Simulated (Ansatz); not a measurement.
# C₂H₈AlB: small, medium and large basis sets

An exercise on one series of results from a longer session: the logs are not shown, and one member is left open.

The runs use Ansatz 0.2.0, Gaussian basis; one geometry, several basis sets.

The runs, in order: PBE0-D4/def2-SVP; ωB97M-V/def2-SVP; PBE0-D4/def2-QZVPP; ωB97M-V/def2-QZVPP; the functionals' def2-TZVPP values are taken from earlier runs.

## The relaxed structure

An earlier PBE0-D4 in a triple-zeta def2 set relaxation fixed the geometry.

SMILES `CC[BH][AlH2]`, 12 atoms, charge 0, spin multiplicity 1.

Atoms are counted from 1 here; the program's logs count them from 0.

Bond lengths: C1–C2 1.523 Å, C1–H5 1.095 Å, C1–H6 1.093 Å, C1–H7 1.094 Å, C2–B3 1.558 Å, C2–H8 1.105 Å, C2–H9 1.100 Å, B3–Al4 2.131 Å, B3–H10 1.207 Å, Al4–H11 1.597 Å, Al4–H12 1.597 Å. Angles: C2–C1–H5 111.0°, C2–C1–H6 112.6°, C2–C1–H7 111.0°, H5–C1–H6 107.2°, H5–C1–H7 107.5°, H6–C1–H7 107.3°, C1–C2–B3 118.8°, C1–C2–H8 110.4°, C1–C2–H9 111.2°, B3–C2–H8 103.4°, B3–C2–H9 109.0°, H8–C2–H9 102.5°, C2–B3–Al4 125.8°, C2–B3–H10 115.1°, Al4–B3–H10 119.1°, B3–Al4–H11 121.7°, B3–Al4–H12 121.5°, H11–Al4–H12 116.7°.

The first run:

The input, in.yaml:

```yaml
crystal:
  periodic: [false, false, false]
  atoms:
    - {symbol: C, position_ang: [-0.617044, 1.363287, -0.364938]}
    - {symbol: C, position_ang: [0.019968, 0.750962, 0.875019]}
    - {symbol: B, position_ang: [0.608855, -0.689123, 0.784640]}
    - {symbol: Al, position_ang: [0.432920, -2.004178, -0.882427]}
    - {symbol: H, position_ang: [-1.424137, 0.729499, -0.745906]}
    - {symbol: H, position_ang: [-1.044559, 2.350937, -0.173249]}
    - {symbol: H, position_ang: [0.117239, 1.477736, -1.167436]}
    - {symbol: H, position_ang: [-0.720742, 0.674587, 1.691831]}
    - {symbol: H, position_ang: [0.778738, 1.421309, 1.303867]}
    - {symbol: H, position_ang: [1.183021, -1.070163, 1.775232]}
    - {symbol: H, position_ang: [-0.814180, -2.987256, -1.048214]}
    - {symbol: H, position_ang: [1.556920, -2.072899, -2.014221]}
basis:
  gaussian: {orbitals: def2-SVP}
hamiltonian: {xc: pbe0, dispersion: d4}
output: {orbitals: {seedname: orbitals}}
```

Started as:

```bash
$ ansatz run in.yaml --threads 2 --pin off --events-out ev --progress --plain --max-ram 4352MiB
```

Steps of the session up to this table: PBE0-D4 in def2-SVP; ωB97M-V in def2-SVP; PBE0-D4 in def2-QZVPP; ωB97M-V in def2-QZVPP.

One table of the session follows, with a row left open; its other results are not shown here.

```
functional       basis  HOMO (eV)  LUMO (eV)
   PBE0-D4    def2-SVP      -6.99      -1.70
   PBE0-D4  def2-TZVPP      -7.01      -1.75
   PBE0-D4  def2-QZVPP      -7.01      -1.76
   ωB97M-V    def2-SVP          ?          ?
   ωB97M-V  def2-TZVPP      -9.13       0.15
   ωB97M-V  def2-QZVPP      -9.13       0.01
```

**Question.** Estimate the row for ωB97M-V, def2-SVP.

The run gave: HOMO (eV): -9.09; LUMO (eV): 0.28. In the column «HOMO (eV)» it lies between ωB97M-V, def2-QZVPP (-9.13) and PBE0-D4, def2-TZVPP (-7.01).
